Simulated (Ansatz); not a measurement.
**CH6ClSbSi: up Jacob's ladder to CCSD(T)**

Aim: compute CH6ClSbSi with functionals from several rungs and with coupled cluster. The yardstick is the atomisation energy at the CCSD(T) limit.

Computed with Ansatz 0.2.0, Gaussian basis. Level: functionals in def2-TZVPP, the program's frozen cores in correlated methods.

Levels to be run: LDA (SPW92), PBE-D4, revPBE-D4, BLYP-D4, r2SCAN-D4, B97M-V, PBE0-D4, B3LYP-D4, r2SCANh-D4, r2SCAN0-D4, HSE06-D4, BHLYP-D4, CAM-B3LYP-D4, LC-ωPBE, ωB97X-V, ωB97M-V, B2PLYP, PBE-QIDH; CCSD(T)/def2-SVP; CCSD(T)/def2-TZVPP; MP2/def2-QZVPP; extrapolation to the limit; RPA on PBE.

**1. Structure used throughout**

All runs share one geometry, relaxed beforehand with PBE0-D4 in a triple-zeta def2 set. Sb takes the def2 core potential; no spin-orbit term is included.

SMILES `C[SiH](Cl)[SbH2]`, 10 atoms, charge 0, spin multiplicity 1.

Atoms are counted from 1 here; the program's logs count them from 0.

Bond lengths: C1–Si2 1.861 Å, C1–H5 1.093 Å, C1–H6 1.093 Å, C1–H7 1.091 Å, Si2–Cl3 2.071 Å, Si2–Sb4 2.573 Å, Si2–H8 1.487 Å, Sb4–H9 1.712 Å, Sb4–H10 1.710 Å. Angles: Si2–C1–H5 110.4°, Si2–C1–H6 109.8°, Si2–C1–H7 110.6°, H5–C1–H6 108.8°, H5–C1–H7 108.7°, H6–C1–H7 108.4°, C1–Si2–Cl3 108.6°, C1–Si2–Sb4 114.7°, C1–Si2–H8 110.6°, Cl3–Si2–Sb4 107.1°, Cl3–Si2–H8 106.4°, Sb4–Si2–H8 109.0°, Si2–Sb4–H9 89.8°, Si2–Sb4–H10 89.9°, H9–Sb4–H10 91.2°.

Geometry (Å):

```xyz
10
CH6ClSbSi
C    -0.89672   -0.18812   -1.02304
Si    0.12818   -0.78760    0.41044
Cl    1.49014   -2.18320   -0.28825
Sb    1.47536    1.04578    1.61138
H    -1.41234   -1.02573   -1.49917
H    -1.64228    0.52964   -0.67147
H    -0.26706    0.30427   -1.76625
H    -0.72344   -1.49222    1.40493
H     0.06110    2.00421    1.72382
H     1.87006    1.74187    0.10070
```

**2. LDA**

This LDA is Slater exchange with PW92 correlation.

File in.yaml:

```yaml
crystal:
  periodic: [false, false, false]
  atoms:
    - {symbol: C, position_ang: [-0.896718, -0.188125, -1.023040]}
    - {symbol: Si, position_ang: [0.128180, -0.787597, 0.410444]}
    - {symbol: Cl, position_ang: [1.490140, -2.183200, -0.288255]}
    - {symbol: Sb, position_ang: [1.475359, 1.045779, 1.611381]}
    - {symbol: H, position_ang: [-1.412339, -1.025726, -1.499167]}
    - {symbol: H, position_ang: [-1.642285, 0.529639, -0.671468]}
    - {symbol: H, position_ang: [-0.267062, 0.304272, -1.766250]}
    - {symbol: H, position_ang: [-0.723436, -1.492224, 1.404934]}
    - {symbol: H, position_ang: [0.061104, 2.004210, 1.723819]}
    - {symbol: H, position_ang: [1.870057, 1.741872, 0.100702]}
basis:
  gaussian: {orbitals: def2-TZVPP}
hamiltonian: {xc: lda}
output: {orbitals: {seedname: orbitals}}
```

Command:

```
> ansatz run in.yaml --threads 4 --pin off --events-out ev --progress --plain --max-ram 10444MiB
```

The runs that follow: PBE-D4 (GGA); revPBE-D4 (GGA); BLYP-D4 (GGA); r2SCAN-D4 (meta-GGA); B97M-V (meta-GGA); B3LYP-D4 (hybrid); r2SCANh-D4 (hybrid); r2SCAN0-D4 (hybrid); HSE06-D4 (hybrid); BHLYP-D4 (hybrid); CAM-B3LYP-D4 (range-separated); LC-ωPBE (range-separated); ωB97X-V (range-separated); ωB97M-V (range-separated); B2PLYP (double hybrid); PBE-QIDH (double hybrid); CCSD(T) in def2-SVP; CCSD(T) in def2-TZVPP; MP2 in def2-QZVPP; RPA on PBE orbitals.

Q: Predict the results of all the runs planned. Wanted: atomisation energy, CCSD(T)/CBS; farthest beyond LDA; mean size of error, GGA; mean size of error, meta-GGA; mean size of error, hybrid; mean size of error, range-separated; mean size of error, double hybrid; gap, smallest and largest; T1 diagnostic.

**Answer**, as computed:

| quantity | value |
| --- | --- |
| atomisation energy, CCSD(T)/CBS | 32.074 eV |
| functionals within 0.321 eV (1.0 %) | PBE-D4, BLYP-D4, r2SCAN-D4, B97M-V, PBE0-D4, B3LYP-D4, r2SCANh-D4, HSE06-D4, CAM-B3LYP-D4, ωB97X-V, ωB97M-V |
| farthest beyond LDA | BHLYP-D4 (-0.644 eV) |
| mean size of error, GGA | 0.298 eV |
| mean size of error, meta-GGA | 0.188 eV |
| mean size of error, hybrid | 0.283 eV |
| mean size of error, range-separated | 0.241 eV |
| mean size of error, double hybrid | 0.544 eV |
| gap, smallest and largest | 4.97 eV (BLYP-D4), 11.15 eV (LC-ωPBE) |
| T1 diagnostic | 0.0120 |
| triples share of the correlation energy | 3.5 % |

What this shows: The LDA atomisation energy is off by 4.059 eV (13 %): it overbinds. PBE-D4 is off by +0.107 eV. Double hybrids carry the basis error of their MP2 part in triple zeta, and no dispersion term here, so their miss is partly the set-up's. The rungs meta-GGA, range-separated, hybrid, GGA miss on average by less than the doubt on the reference (0.321 eV), so they tie. Misses under about 0.321 eV are within the doubt on the reference itself, which lacks core-valence correlation, spin-orbit coupling and higher excitations, and its outer-core shells are covered unevenly. All levels share the lack of spin-orbit coupling, which lowers the free heavy atoms and so the true binding. Hartree-Fock recovers 73 % of the binding; the rest is correlation. CCSD(T) in def2-SVP is off by -2.557 eV, which most functionals beat. The gap grows from 5.0 to 11.2 eV across the functionals, mostly with the share of exact exchange. Correlated methods include outer-core shells of Sb, which these sets cover unevenly.
